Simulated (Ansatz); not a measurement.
# H₄NSSb: basis-set convergence

An exercise on one series of results from a longer session: the logs are not shown, and one member is left open.

Program: Ansatz 0.2.0, Gaussian basis. Level of theory: one geometry, several basis sets. These are calculated values, not measurements.

The runs, in order: PBE0-D4/def2-SVP; ωB97M-V/def2-SVP; PBE0-D4/def2-QZVPP; ωB97M-V/def2-QZVPP; the functionals' def2-TZVPP values are taken from earlier runs.

### The relaxed structure

All runs share one geometry, relaxed beforehand with PBE0-D4 in a triple-zeta def2 set. Sb takes the def2 core potential; no spin-orbit term is included.

SMILES `[NH2][SbH][SH]`, 7 atoms, charge 0, spin multiplicity 1.

Atoms are counted from 1 here; the program's logs count them from 0.

Bond lengths: N1–Sb2 2.021 Å, N1–H4 1.011 Å, N1–H5 1.010 Å, Sb2–S3 2.423 Å, Sb2–H6 1.718 Å, S3–H7 1.343 Å. Angles: Sb2–N1–H4 113.7°, Sb2–N1–H5 116.8°, H4–N1–H5 109.9°, N1–Sb2–S3 98.3°, N1–Sb2–H6 97.8°, S3–Sb2–H6 87.9°, Sb2–S3–H7 94.1°.

Set-up of the first run:

Contents of in.yaml:

```yaml
crystal:
  periodic: [false, false, false]
  atoms:
    - {symbol: N, position_ang: [-1.025777, 0.064787, -0.845121]}
    - {symbol: Sb, position_ang: [0.880526, 0.491353, -0.325887]}
    - {symbol: S, position_ang: [1.081798, -1.032436, 1.547828]}
    - {symbol: H, position_ang: [-1.248010, 0.297875, -1.803066]}
    - {symbol: H, position_ang: [-1.752174, 0.403755, -0.230565]}
    - {symbol: H, position_ang: [0.540544, 1.738150, 0.806164]}
    - {symbol: H, position_ang: [1.584293, -2.031584, 0.804846]}
basis:
  gaussian: {orbitals: def2-SVP}
hamiltonian: {xc: pbe0, dispersion: d4}
output: {orbitals: {seedname: orbitals}}
```

Started as:

```console
> ansatz run in.yaml --threads 2 --pin off --events-out ev --progress --plain --max-ram 4352MiB
```

Steps of the session up to this table: PBE0-D4 in def2-SVP; ωB97M-V in def2-SVP; PBE0-D4 in def2-QZVPP; ωB97M-V in def2-QZVPP.

One of the session's tables, all rows but one given; the rest of the session is left out.

It belongs to the step «Density functionals: the series». 

```
functional       basis  HOMO (eV)
   PBE0-D4    def2-SVP      -6.85
   PBE0-D4  def2-TZVPP      -7.05
   PBE0-D4  def2-QZVPP          ?
   ωB97M-V    def2-SVP      -8.92
   ωB97M-V  def2-TZVPP      -9.15
   ωB97M-V  def2-QZVPP      -9.20
```

**Question.** Estimate the row for PBE0-D4, def2-QZVPP.

The run gave: HOMO (eV): -7.09. In the column «HOMO (eV)» it lies between ωB97M-V, def2-SVP (-8.92) and PBE0-D4, def2-TZVPP (-7.05).
